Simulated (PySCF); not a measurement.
# Rh²⁺: excitation energies in ANO-RCC-VTZP, part 2 of 2

Each state of rhodium is computed at each level; their differences give the excitation energy. How far do the methods differ?

PySCF 2.14.0; ANO-RCC-VTZP, scalar relativity by spin-free X2C-1e. The scripts are equivalent inputs of a driver's runs. The steps go on from the part before.

## Step 4: Rh²⁺ [Kr] 4d6 5s1: the ladder of methods

UHF:

input.py reads:

```python
from pyscf import gto, scf, dft, mp, cc
import basis_set_exchange as bse
mol = gto.M(atom="Rh 0 0 0", charge=2, spin=5, symmetry="D2h",
            basis=gto.basis.parse(bse.get_basis("ANO-RCC-VTZP", elements=["Rh"], fmt="nwchem")),
            nucmod="G")
mf = scf.UHF(mol).sfx2c1e()
mf.irrep_nelec = {'Ag': (9, 6), 'B1g': (2, 2), 'B2g': (2, 1), 'B3g': (2, 1), 'B1u': (3, 3), 'B2u': (3, 3), 'B3u': (3, 3)}
mf.kernel()
```

Log:

```text
damping factor = 0
level_shift factor = 0
DIIS = <class 'pyscf.scf.diis.CDIIS'>
diis_start_cycle = 1
diis_space = 10
diis_damp = 0
SCF conv_tol = 1e-09
SCF conv_tol_grad = None
number electrons alpha = 24  beta = 19
cycle= 1 E= -4780.03145573187  delta_E= -0.00593  |g|= 0.0291  |ddm|= 0.0495
cycle= 2 E= -4780.03167693477  delta_E= -0.000221  |g|= 0.00681  |ddm|= 0.00981
cycle= 3 E= -4780.03169167644  delta_E= -1.47e-05  |g|= 0.000738  |ddm|= 0.00347
cycle= 4 E= -4780.03169190012  delta_E= -2.24e-07  |g|= 0.000277  |ddm|= 0.000477
cycle= 5 E= -4780.0316919288  delta_E= -2.87e-08  |g|= 3.86e-05  |ddm|= 0.000185
cycle= 6 E= -4780.03169192966  delta_E= -8.64e-10  |g|= 5.34e-06  |ddm|= 3.62e-05
converged SCF energy = -4780.03169192966  <S^2> = 8.7524937  2S+1 = 6.0008312
```

It used 0.57 s of CPU time after the integrals (shared host).

Orbital energies by shell (radii are means over both spins):

```csv
shell,electrons,mean orbital energy (eV),spread (eV),rms radius (bohr)
1s α,1,-23366.1,0,0.0374
1s β,1,-23366.1,0,0.0374
2s α,1,-3493.5,0,0.154
2s β,1,-3492.2,0,0.154
2p α,3,-3128.4,0.334,0.137
2p β,3,-3127.1,0.035,0.137
3s α,1,-682.08,0,0.415
3s β,1,-681.25,0,0.415
3p α,3,-558.61,0.665,0.418
3p β,3,-557.75,0.436,0.418
3d α,5,-361.39,0.794,0.403
3d β,5,-359.59,1.231,0.403
4s α,1,-131.19,0,1.04
4s β,1,-123.48,0,1.04
4p α,3,-93.902,1.664,1.15
4p β,3,-84.468,1.385,1.15
4d α,5,-38.667,1.962,1.50
4d β,1,-34.256,0,1.50
5s α,1,-24.446,0,3.04
```

⟨S²⟩ = 8.752, ⟨L²⟩ = 6.03.

Spin-orbit constants on these orbitals (cm⁻¹; bare nucleus, screened nucleus, mean field): 4d 1884, 1465, n/a. To first order in LS coupling the lowest level has J = 9/2 and lies 0.182 eV below the centre of the term.

LDA:

Changes to input.py:

```diff
@@ -5,3 +5,3 @@
             nucmod="G")
-mf = scf.UHF(mol).sfx2c1e()
+mf = dft.UKS(mol, xc="LDA,VWN").sfx2c1e()
 mf.irrep_nelec = {'Ag': (9, 6), 'B1g': (2, 2), 'B2g': (2, 1), 'B3g': (2, 1), 'B1u': (3, 3), 'B2u': (3, 3), 'B3u': (3, 3)}
```

Log:

```text
damping factor = 0
level_shift factor = 0
DIIS = <class 'pyscf.scf.diis.CDIIS'>
diis_start_cycle = 1
diis_space = 10
diis_damp = 0
SCF conv_tol = 1e-09
SCF conv_tol_grad = None
number electrons alpha = 24  beta = 19
XC functionals = LDA,VWN
    P. A. M. Dirac.,  Math. Proc. Cambridge Philos. Soc. 26, 376 (1930)
    F. Bloch.,  Z. Phys. 57, 545 (1929)
    S. H. Vosko, L. Wilk, and M. Nusair.,  Can. J. Phys. 58, 1200 (1980)
cycle= 1 E= -4777.07862140057  delta_E= -0.0208  |g|= 0.0689  |ddm|= 0.118
cycle= 2 E= -4777.07889818124  delta_E= -0.000277  |g|= 0.0273  |ddm|= 0.016
cycle= 3 E= -4777.07896940731  delta_E= -7.12e-05  |g|= 0.00875  |ddm|= 0.00893
cycle= 4 E= -4777.0789837674  delta_E= -1.44e-05  |g|= 0.000252  |ddm|= 0.00308
cycle= 5 E= -4777.07898378216  delta_E= -1.48e-08  |g|= 1.6e-05  |ddm|= 0.000102
cycle= 6 E= -4777.07898378223  delta_E= -6.82e-11  |g|= 2.58e-06  |ddm|= 8.71e-06
converged SCF energy = -4777.07898378223  <S^2> = 8.7503257  2S+1 = 6.0001086
```

It used 0.7 s of CPU time after the integrals (shared host).

PBE:

Changes to input.py:

```diff
@@ -5,3 +5,3 @@
             nucmod="G")
-mf = dft.UKS(mol, xc="LDA,VWN").sfx2c1e()
+mf = dft.UKS(mol, xc="PBE").sfx2c1e()
 mf.irrep_nelec = {'Ag': (9, 6), 'B1g': (2, 2), 'B2g': (2, 1), 'B3g': (2, 1), 'B1u': (3, 3), 'B2u': (3, 3), 'B3u': (3, 3)}
```

Log:

```text
damping factor = 0
level_shift factor = 0
DIIS = <class 'pyscf.scf.diis.CDIIS'>
diis_start_cycle = 1
diis_space = 10
diis_damp = 0
SCF conv_tol = 1e-09
SCF conv_tol_grad = None
number electrons alpha = 24  beta = 19
XC functionals = PBE
    J. P. Perdew, K. Burke, and M. Ernzerhof.,  Phys. Rev. Lett. 77, 3865 (1996)
    J. P. Perdew, K. Burke, and M. Ernzerhof.,  Phys. Rev. Lett. 78, 1396 (1997)
    J. P. Perdew, K. Burke, and M. Ernzerhof.,  Phys. Rev. Lett. 77, 3865 (1996)
    J. P. Perdew, K. Burke, and M. Ernzerhof.,  Phys. Rev. Lett. 78, 1396 (1997)
cycle= 1 E= -4781.92055152523  delta_E= -0.0143  |g|= 0.0507  |ddm|= 0.0986
cycle= 2 E= -4781.92075950251  delta_E= -0.000208  |g|= 0.0132  |ddm|= 0.0111
cycle= 3 E= -4781.92077455483  delta_E= -1.51e-05  |g|= 0.00311  |ddm|= 0.00304
cycle= 4 E= -4781.92077630225  delta_E= -1.75e-06  |g|= 0.000251  |ddm|= 0.00113
cycle= 5 E= -4781.92077631538  delta_E= -1.31e-08  |g|= 1.5e-05  |ddm|= 9.46e-05
cycle= 6 E= -4781.92077631543  delta_E= -5.37e-11  |g|= 2.67e-06  |ddm|= 7.06e-06
converged SCF energy = -4781.92077631543  <S^2> = 8.7505948  2S+1 = 6.0001983
```

It used 1.2 s of CPU time after the integrals (shared host).

PBE0:

Changes to input.py:

```diff
@@ -5,3 +5,3 @@
             nucmod="G")
-mf = dft.UKS(mol, xc="PBE").sfx2c1e()
+mf = dft.UKS(mol, xc="PBE0").sfx2c1e()
 mf.irrep_nelec = {'Ag': (9, 6), 'B1g': (2, 2), 'B2g': (2, 1), 'B3g': (2, 1), 'B1u': (3, 3), 'B2u': (3, 3), 'B3u': (3, 3)}
```

Log:

```text
damping factor = 0
level_shift factor = 0
DIIS = <class 'pyscf.scf.diis.CDIIS'>
diis_start_cycle = 1
diis_space = 10
diis_damp = 0
SCF conv_tol = 1e-09
SCF conv_tol_grad = None
number electrons alpha = 24  beta = 19
XC functionals = PBE0
    C. Adamo and V. Barone.,  J. Chem. Phys. 110, 6158 (1999)
    M. Ernzerhof and G. E. Scuseria.,  J. Chem. Phys. 110, 5029 (1999)
cycle= 1 E= -4781.9999159561  delta_E= -0.00936  |g|= 0.031  |ddm|= 0.0735
cycle= 2 E= -4782.00005062602  delta_E= -0.000135  |g|= 0.00566  |ddm|= 0.0113
cycle= 3 E= -4782.00005645361  delta_E= -5.83e-06  |g|= 0.00264  |ddm|= 0.00292
cycle= 4 E= -4782.00005760535  delta_E= -1.15e-06  |g|= 0.000297  |ddm|= 0.000882
cycle= 5 E= -4782.00005762313  delta_E= -1.78e-08  |g|= 9.88e-06  |ddm|= 0.000131
cycle= 6 E= -4782.00005762317  delta_E= -3.55e-11  |g|= 1.53e-06  |ddm|= 6.94e-06
converged SCF energy = -4782.00005762317  <S^2> = 8.7508788  2S+1 = 6.0002929
```

CPU time 1.4 s on a shared host, the integrals not counted.

r2SCAN:

Changes to input.py:

```diff
@@ -5,3 +5,3 @@
             nucmod="G")
-mf = dft.UKS(mol, xc="PBE0").sfx2c1e()
+mf = dft.UKS(mol, xc="R2SCAN").sfx2c1e()
 mf.irrep_nelec = {'Ag': (9, 6), 'B1g': (2, 2), 'B2g': (2, 1), 'B3g': (2, 1), 'B1u': (3, 3), 'B2u': (3, 3), 'B3u': (3, 3)}
```

Log:

```text
damping factor = 0
level_shift factor = 0
DIIS = <class 'pyscf.scf.diis.CDIIS'>
diis_start_cycle = 1
diis_space = 10
diis_damp = 0
SCF conv_tol = 1e-09
SCF conv_tol_grad = None
number electrons alpha = 24  beta = 19
XC functionals = R2SCAN
    J. W. Furness, A. D. Kaplan, J. Ning, J. P. Perdew, and J. Sun.,  J. Phys. Chem. Lett. 11, 8208-8215 (2020)
    J. W. Furness, A. D. Kaplan, J. Ning, J. P. Perdew, and J. Sun.,  J. Phys. Chem. Lett. 11, 9248-9248 (2020)
    J. W. Furness, A. D. Kaplan, J. Ning, J. P. Perdew, and J. Sun.,  J. Phys. Chem. Lett. 11, 8208-8215 (2020)
    J. W. Furness, A. D. Kaplan, J. Ning, J. P. Perdew, and J. Sun.,  J. Phys. Chem. Lett. 11, 9248-9248 (2020)
cycle= 1 E= -4782.3231434535  delta_E= -0.0106  |g|= 0.0402  |ddm|= 0.0875
cycle= 2 E= -4782.32330404742  delta_E= -0.000161  |g|= 0.0091  |ddm|= 0.0106
cycle= 3 E= -4782.32331123054  delta_E= -7.18e-06  |g|= 0.00162  |ddm|= 0.00188
cycle= 4 E= -4782.32331166988  delta_E= -4.39e-07  |g|= 0.000461  |ddm|= 0.000705
cycle= 5 E= -4782.3233117125  delta_E= -4.26e-08  |g|= 1.37e-05  |ddm|= 0.000173
cycle= 6 E= -4782.32331171257  delta_E= -6.73e-11  |g|= 2.1e-06  |ddm|= 8.5e-06
converged SCF energy = -4782.32331171257  <S^2> = 8.7511662  2S+1 = 6.0003887
```

It used 2.3 s of CPU time after the integrals (shared host).

r2SCAN0:

Changes to input.py:

```diff
@@ -5,3 +5,3 @@
             nucmod="G")
-mf = dft.UKS(mol, xc="R2SCAN").sfx2c1e()
+mf = dft.UKS(mol, xc="HYB_MGGA_XC_R2SCAN0").sfx2c1e()
 mf.irrep_nelec = {'Ag': (9, 6), 'B1g': (2, 2), 'B2g': (2, 1), 'B3g': (2, 1), 'B1u': (3, 3), 'B2u': (3, 3), 'B3u': (3, 3)}
```

Log:

```text
damping factor = 0
level_shift factor = 0
DIIS = <class 'pyscf.scf.diis.CDIIS'>
diis_start_cycle = 1
diis_space = 10
diis_damp = 0
SCF conv_tol = 1e-09
SCF conv_tol_grad = None
number electrons alpha = 24  beta = 19
XC functionals = HYB_MGGA_XC_R2SCAN0
    M. Bursch, H. Neugebauer, S. Ehlert, and S. Grimme.,  J. Chem. Phys. 156, 134105 (2022)
cycle= 1 E= -4782.30657174592  delta_E= -0.0081  |g|= 0.0271  |ddm|= 0.0713
cycle= 2 E= -4782.30670152858  delta_E= -0.00013  |g|= 0.00449  |ddm|= 0.0112
cycle= 3 E= -4782.30670570204  delta_E= -4.17e-06  |g|= 0.00195  |ddm|= 0.00245
cycle= 4 E= -4782.30670635872  delta_E= -6.57e-07  |g|= 0.000516  |ddm|= 0.000755
cycle= 5 E= -4782.30670640883  delta_E= -5.01e-08  |g|= 1.78e-05  |ddm|= 0.000221
cycle= 6 E= -4782.30670640904  delta_E= -2.11e-10  |g|= 1.24e-06  |ddm|= 1.99e-05
converged SCF energy = -4782.30670640904  <S^2> = 8.7513668  2S+1 = 6.0004556
```

CPU time 2.5 s on a shared host, the integrals not counted.

BP86:

Changes to input.py:

```diff
@@ -5,3 +5,3 @@
             nucmod="G")
-mf = dft.UKS(mol, xc="HYB_MGGA_XC_R2SCAN0").sfx2c1e()
+mf = dft.UKS(mol, xc="B88,P86").sfx2c1e()
 mf.irrep_nelec = {'Ag': (9, 6), 'B1g': (2, 2), 'B2g': (2, 1), 'B3g': (2, 1), 'B1u': (3, 3), 'B2u': (3, 3), 'B3u': (3, 3)}
```

Log:

```text
damping factor = 0
level_shift factor = 0
DIIS = <class 'pyscf.scf.diis.CDIIS'>
diis_start_cycle = 1
diis_space = 10
diis_damp = 0
SCF conv_tol = 1e-09
SCF conv_tol_grad = None
number electrons alpha = 24  beta = 19
XC functionals = B88,P86
    A. D. Becke.,  Phys. Rev. A 38, 3098 (1988)
    J. P. Perdew.,  Phys. Rev. B 33, 8822 (1986)
cycle= 1 E= -4782.8849370163  delta_E= -0.0154  |g|= 0.0489  |ddm|= 0.107
cycle= 2 E= -4782.88513986828  delta_E= -0.000203  |g|= 0.0125  |ddm|= 0.0113
cycle= 3 E= -4782.8851537851  delta_E= -1.39e-05  |g|= 0.00292  |ddm|= 0.00293
cycle= 4 E= -4782.88515530056  delta_E= -1.52e-06  |g|= 0.000278  |ddm|= 0.00106
cycle= 5 E= -4782.88515531642  delta_E= -1.59e-08  |g|= 1.42e-05  |ddm|= 0.000103
cycle= 6 E= -4782.88515531646  delta_E= -4.46e-11  |g|= 2.87e-06  |ddm|= 7.14e-06
converged SCF energy = -4782.88515531646  <S^2> = 8.7505615  2S+1 = 6.0001872
```

It used 1.2 s of CPU time after the integrals (shared host).

wB97X-V:

Changes to input.py:

```diff
@@ -5,3 +5,3 @@
             nucmod="G")
-mf = dft.UKS(mol, xc="B88,P86").sfx2c1e()
+mf = dft.UKS(mol, xc="WB97X_V").sfx2c1e()
 mf.irrep_nelec = {'Ag': (9, 6), 'B1g': (2, 2), 'B2g': (2, 1), 'B3g': (2, 1), 'B1u': (3, 3), 'B2u': (3, 3), 'B3u': (3, 3)}
```

Log:

```text
damping factor = 0
level_shift factor = 0
DIIS = <class 'pyscf.scf.diis.CDIIS'>
diis_start_cycle = 1
diis_space = 10
diis_damp = 0
SCF conv_tol = 1e-09
SCF conv_tol_grad = None
number electrons alpha = 24  beta = 19
XC functionals = WB97X_V
    N. Mardirossian and M. Head-Gordon.,  Phys. Chem. Chem. Phys. 16, 9904-9924 (2014)
NLC functional = WB97X_V
cycle= 1 E= -4782.03808590974  delta_E= -0.00954  |g|= 0.0297  |ddm|= 0.0638
cycle= 2 E= -4782.03825466719  delta_E= -0.000169  |g|= 0.00454  |ddm|= 0.013
cycle= 3 E= -4782.03826047254  delta_E= -5.81e-06  |g|= 0.00145  |ddm|= 0.00268
cycle= 4 E= -4782.03826102243  delta_E= -5.5e-07  |g|= 0.000637  |ddm|= 0.000849
cycle= 5 E= -4782.03826112033  delta_E= -9.79e-08  |g|= 2.99e-05  |ddm|= 0.000366
cycle= 6 E= -4782.03826112163  delta_E= -1.3e-09  |g|= 2.22e-06  |ddm|= 6.48e-05
cycle= 7 E= -4782.03826112164  delta_E= -7.28e-12  |g|= 3.94e-07  |ddm|= 4.11e-06
converged SCF energy = -4782.03826112164  <S^2> = 8.7506916  2S+1 = 6.0002305
```

It used 15 s of CPU time after the integrals (shared host).

MP2 (valence):

Changes to input.py:

```diff
@@ -5,4 +5,5 @@
             nucmod="G")
-mf = dft.UKS(mol, xc="WB97X_V").sfx2c1e()
+mf = scf.UHF(mol).sfx2c1e()
 mf.irrep_nelec = {'Ag': (9, 6), 'B1g': (2, 2), 'B2g': (2, 1), 'B3g': (2, 1), 'B1u': (3, 3), 'B2u': (3, 3), 'B3u': (3, 3)}
 mf.kernel()
+mp.UMP2(mf, frozen=18).kernel()
```

No log was kept for this step.

CPU time 0.14 s on a shared host, the integrals not counted.

With 7 electrons correlated, the MP2 correlation energy is -0.13232 hartree (-0.08189 same spin, -0.05043 opposite spin); the SCS form gives -0.08782. Largest pairs of shells: 4d-4d -0.1056, 4d-5s -0.0267, 5s-5s 0.0000.

## Step 5: Rh²⁺ [Kr] 4d6 5s1, continued

MP2 (valence and next inner shell):

input.py, as its differences from that of step 4:

```diff
@@ -8,2 +8,2 @@
 mf.kernel()
-mp.UMP2(mf, frozen=18).kernel()
+mp.UMP2(mf, frozen=14).kernel()
```

The driver printed no log here.

CPU time 0.17 s on a shared host, the integrals not counted.

With 15 electrons correlated, the MP2 correlation energy is -0.43619 hartree (-0.15441 same spin, -0.28178 opposite spin); the SCS form gives -0.38960. Largest pairs of shells: 4p-4d -0.1682, 4d-4d -0.1056, 4p-4p -0.0659, 4s-4p -0.0288, 4d-5s -0.0267.

Radial density 4πr²ρ of Rh²⁺ at UHF, without picture-change correction:

```csv
r (bohr),density,spin density
0.000724,0.936,0.000
0.00122,2.19,0.000
0.00205,4.95,0.001
0.00345,10.7,0.002
0.00580,21.6,0.004
0.00975,38.2,0.006
0.0164,54.3,0.007
0.0276,55.9,0.001
0.0464,48.6,-0.002
0.0781,65.4,0.063
0.131,64.0,0.344
0.221,47.8,0.796
0.372,51.2,0.264
0.625,15.6,0.748
1.05,14.6,3.386
1.77,4.10,1.982
2.97,0.594,0.504
5.00,0.0468,0.046
8.41,0.00117,0.001
14.2,6.69e-05,0.000
```

## Step 6: Orbital energies side by side

Highest occupied Hartree-Fock shell of each state: Rh²⁺ [Kr] 4d6 5p1 5p α at -18.735 eV; Rh²⁺ [Kr] 4d6 5s1 5s α at -24.446 eV.

## Step 7: The energy differences

Excitation energy: Rh²⁺ [Kr] 4d7 (4F) → Rh²⁺ [Kr] 4d6 5p1 (high-spin determinant).

```csv
method,value (eV)
UHF,10.718
LDA,11.283
PBE,11.234
PBE0,11.347
r2SCAN,11.273
r2SCAN0,11.358
BP86,11.315
wB97X-V,11.772
MP2 (valence),11.538
SCS-MP2 (valence),11.947
MP2 (valence and next inner shell),11.294
SCS-MP2 (valence and next inner shell),11.522
```

A first-order spin-orbit estimate (lowest level to lowest level, LS coupling) adds 0.184 eV. The determinant of Rh2+ mixes LS terms, which raises its energy at the Hartree-Fock and MP2 levels.

Excitation energy: Rh²⁺ [Kr] 4d7 (4F) → Rh²⁺ [Kr] 4d6 5s1 (6D).

```csv
method,value (eV)
UHF,5.049
LDA,5.329
PBE,5.386
PBE0,5.519
r2SCAN,5.415
r2SCAN0,5.496
BP86,5.472
wB97X-V,6.000
MP2 (valence),5.637
SCS-MP2 (valence),6.126
MP2 (valence and next inner shell),5.274
SCS-MP2 (valence and next inner shell),5.595
```

A first-order spin-orbit estimate (lowest level to lowest level, LS coupling) adds 0.074 eV.

The differences also use runs on Rh²⁺ [Kr] 4d7 (4F), which are not shown here.

## Step 8: Results

The summary covers parts 1 to 2.

| quantity | value |
| --- | --- |
| excitation energy, Rh²⁺ → [Kr] 4d6 5p1 | UHF 10.718, MP2 (valence and next inner shell) 11.294 eV |
| excitation energy, Rh²⁺ → [Kr] 4d6 5s1 | UHF 5.049, MP2 (valence and next inner shell) 5.274 eV |

In words: For the first difference the methods span 1.229 eV, from UHF (10.718) to SCS-MP2 (valence) (11.947). No reference value is at hand in this session. The basis is finite, and no extrapolation was made.
